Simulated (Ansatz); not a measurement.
**C₄H₁₀SZn: up Jacob's ladder to CCSD(T)**

Aim: compute C₄H₁₀SZn with functionals from several rungs and with coupled cluster. The yardstick is the atomisation energy at the CCSD(T) limit.

Program: Ansatz 0.2.0, Gaussian basis. Level of theory: functionals in def2-TZVPP, the program's frozen cores in correlated methods. These are calculated values, not measurements.

The runs, in order: LDA (SPW92), PBE-D4, revPBE-D4, BLYP-D4, r2SCAN-D4, B97M-V, PBE0-D4, B3LYP-D4, r2SCANh-D4, r2SCAN0-D4, HSE06-D4, BHLYP-D4, CAM-B3LYP-D4, LC-ωPBE, ωB97X-V, ωB97M-V, B2PLYP, PBE-QIDH; CCSD(T)/def2-SVP; CCSD(T)/def2-TZVPP; MP2/def2-QZVPP; extrapolation to the limit; RPA on PBE.

## 1. The relaxed structure

An earlier PBE0-D4 in a triple-zeta def2 set relaxation fixed the geometry.

SMILES `C[S][Zn][CH](C)C`, 16 atoms, charge 0, spin multiplicity 1.

Atoms are counted from 1 here; the program's logs count them from 0.

Bond lengths: C1–S2 1.824 Å, C1–H7 1.089 Å, C1–H8 1.090 Å, C1–H9 1.089 Å, S2–Zn3 2.178 Å, Zn3–C4 1.963 Å, C4–C5 1.525 Å, C4–C6 1.526 Å, C4–H10 1.097 Å, C5–H11 1.094 Å, C5–H12 1.093 Å, C5–H13 1.098 Å, C6–H14 1.093 Å, C6–H15 1.098 Å, C6–H16 1.095 Å. Angles: S2–C1–H7 111.8°, S2–C1–H8 106.6°, S2–C1–H9 111.8°, H7–C1–H8 108.3°, H7–C1–H9 109.7°, H8–C1–H9 108.3°, C1–S2–Zn3 102.2°, S2–Zn3–C4 179.0°, Zn3–C4–C5 112.4°, Zn3–C4–C6 112.1°, Zn3–C4–H10 104.7°, C5–C4–C6 111.1°, C5–C4–H10 108.1°, C6–C4–H10 108.0°, C4–C5–H11 111.8°, C4–C5–H12 112.5°, C4–C5–H13 110.8°, H11–C5–H12 107.3° and more.

## 2. LDA

This LDA is Slater exchange with PW92 correlation.

Contents of in.yaml:

```yaml
crystal:
  periodic: [false, false, false]
  atoms:
    - {symbol: C, position_ang: [0.665248, -3.368933, -0.737278]}
    - {symbol: S, position_ang: [2.061010, -2.196388, -0.661296]}
    - {symbol: Zn, position_ang: [1.070214, -0.337107, -0.107393]}
    - {symbol: C, position_ang: [0.206981, 1.352264, 0.397740]}
    - {symbol: C, position_ang: [-0.358074, 2.098648, -0.806417]}
    - {symbol: C, position_ang: [-0.859360, 1.152707, 1.470492]}
    - {symbol: H, position_ang: [-0.059551, -3.086828, -1.500129]}
    - {symbol: H, position_ang: [1.086004, -4.337906, -1.005981]}
    - {symbol: H, position_ang: [0.165894, -3.467586, 0.225944]}
    - {symbol: H, position_ang: [1.012989, 1.959716, 0.828602]}
    - {symbol: H, position_ang: [-1.155869, 1.533222, -1.297849]}
    - {symbol: H, position_ang: [0.402580, 2.312414, -1.561706]}
    - {symbol: H, position_ang: [-0.793661, 3.059145, -0.500396]}
    - {symbol: H, position_ang: [-0.463225, 0.679057, 2.372582]}
    - {symbol: H, position_ang: [-1.294381, 2.115025, 1.771425]}
    - {symbol: H, position_ang: [-1.686789, 0.532559, 1.111669]}
basis:
  gaussian: {orbitals: def2-TZVPP}
hamiltonian: {xc: lda}
output: {orbitals: {seedname: orbitals}}
```

Launch:

```sh
ansatz run in.yaml --threads 2 --pin off --events-out ev --progress --plain --max-ram 20480MiB --backend cuda --devices 0, --max-vram 18GiB
```

Further steps of the session: PBE-D4 (GGA); revPBE-D4 (GGA); BLYP-D4 (GGA); r2SCAN-D4 (meta-GGA); B97M-V (meta-GGA); B3LYP-D4 (hybrid); r2SCANh-D4 (hybrid); r2SCAN0-D4 (hybrid); HSE06-D4 (hybrid); BHLYP-D4 (hybrid); CAM-B3LYP-D4 (range-separated); LC-ωPBE (range-separated); ωB97X-V (range-separated); ωB97M-V (range-separated); B2PLYP (double hybrid); PBE-QIDH (double hybrid); CCSD(T) in def2-SVP; CCSD(T) in def2-TZVPP; MP2 in def2-QZVPP; RPA on PBE orbitals.

Q: Predict the results of all the runs planned. Wanted: atomisation energy, CCSD(T)/CBS; farthest beyond LDA; mean size of error, GGA; mean size of error, meta-GGA; mean size of error, hybrid; mean size of error, range-separated; mean size of error, double hybrid; gap, smallest and largest; T1 diagnostic.

As calculated:

```
                               quantity                                                                                                   value
        atomisation energy, CCSD(T)/CBS                                                                                         1371.3 kcal/mol
functionals within 6.9 kcal/mol (0.5 %)  revPBE-D4, B97M-V, B3LYP-D4, r2SCANh-D4, r2SCAN0-D4, CAM-B3LYP-D4, LC-ωPBE, ωB97X-V, ωB97M-V, PBE-QIDH
                    farthest beyond LDA                                                                               BHLYP-D4 (-32.2 kcal/mol)
                mean size of error, GGA                                                                                           14.1 kcal/mol
           mean size of error, meta-GGA                                                                                            5.1 kcal/mol
             mean size of error, hybrid                                                                                           10.6 kcal/mol
    mean size of error, range-separated                                                                                            3.8 kcal/mol
      mean size of error, double hybrid                                                                                            8.6 kcal/mol
              gap, smallest and largest                                                               3.81 eV (LDA (SPW92)), 10.51 eV (LC-ωPBE)
                          T1 diagnostic                                                                                                  0.0126
triples share of the correlation energy                                                                                                   3.7 %
```

In words: The LDA atomisation energy is off by 187.1 kcal/mol (14 %): it overbinds. PBE-D4 misses by +23.9 kcal/mol. Double hybrids carry the basis error of their MP2 part in triple zeta, and no dispersion term here, so their miss is partly the set-up's. The rungs range-separated, meta-GGA miss on average by less than the doubt on the reference (6.9 kcal/mol), so they tie. Misses under about 6.9 kcal/mol are within the doubt on the reference itself, which lacks core-valence correlation, relativity and higher excitations. Hartree-Fock recovers 75 % of the binding; the rest is correlation. CCSD(T) in def2-SVP is off by -62.2 kcal/mol, more than most functionals: a good method in a small basis is no reference. The gap grows from 3.8 to 10.5 eV across the functionals, mostly with the share of exact exchange. For Zn the d shell is correlated and the shells below it are frozen.
